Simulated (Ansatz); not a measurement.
# NaAsH+ (quintet): from Hartree-Fock to the top rungs, cc-pVDZ

The task here is to estimate one member of a computed series from the others.

Method: cc-pVDZ, core rule «outside noble gas», up to 19 orbitals frozen; program: Ansatz 0.2.0, Gaussian basis.

To be run: UHF; CCSD(T) on ROHF; CCSD(T) on UHF; BCCD(T) on ROHF; CISD; CCSDT(Q) on ROHF; CCSDT(Q) on UHF; Full CI.

43 further runs of the same task are left out: 15 for a known fault of the program, 14 that didn't finish, 14 set aside as unsound or not needed.

**The geometry**

The geometry is a PBE0/def2-TZVP stationary point (not a proven minimum) of the parent state, kept for this charge and spin. No spin-orbit coupling is included. The filled d shell of As may be among the frozen orbitals whatever the setting's name suggests; the logs give the count.

3 atoms, charge 1, spin multiplicity 5.

Atoms are counted from 1 here; the program's logs count them from 0.

Bond lengths: As1–H3 1.537 Å.

The first run:

File in.yaml:

```yaml
crystal:
  periodic: [false, false, false]
  atoms:
    - {symbol: As, position_ang: [0.000000, 0.000000, 0.777033]}
    - {symbol: Na, position_ang: [0.000000, 0.000000, -3.091467]}
    - {symbol: H, position_ang: [0.000000, 0.000000, 2.314433]}
basis:
  gaussian: {orbitals: cc-pVDZ}
total_charge: 1
magnetization: {spin_polarized: true, initial_magnetization: 4}
hamiltonian: {xc: hf}
output: {orbitals: {seedname: orbitals}}
```

Command:

```bash
$ ansatz run in.yaml --threads 1 --pin off --events-out ev --progress --plain --max-ram 2393MiB
```

Steps of the session up to this table: UHF; CCSD(T) on ROHF; CCSD(T) on UHF; BCCD(T) on ROHF; CISD; CCSDT(Q) on ROHF; CCSDT(Q) on UHF; Full CI.

One table of the session follows, with a row left open; its other results are not shown here.

It belongs to the step «Misses and costs». 

| method | from FCI (kcal/mol) |
| --- | --- |
| ROHF | +51.08 |
| UHF | +48.32 |
| RMP2 | +11.35 |
| UMP2 | +11.79 |
| CISD | +1.46 |
| RCCSD | +1.30 |
| UCCSD | +0.86 |
| RCCSD(T) | +0.30 |
| UCCSD(T) | -0.11 |
| BCCD(T) | +0.31 |
| RCCSDT | +0.04 |
| UCCSDT | ? |
| RCCSDT(Q) | 0.00 |
| UCCSDT(Q) | -0.41 |
| FCI | 0 |

**Question.** Estimate the row for UCCSDT.

**Answer.** from FCI (kcal/mol): -0.37. In the column «from FCI (kcal/mol)» it lies between UCCSDT(Q) (-0.41) and UCCSD(T) (-0.11).

Limits of these values: UCCSD(T), UCCSDT, UCCSDT(Q) fall below full CI: unrestricted runs freeze a spin-polarised core, another one than full CI's, and coupled cluster isn't variational. Levels on UHF freeze UHF's core orbitals, full CI those of ROHF, so the U rows can settle a little off it for that reason alone. Restricted and unrestricted rows rest on different reference determinants; where their highest levels disagree by more than a few hundredths of an eV, they describe different states and don't form one ladder.
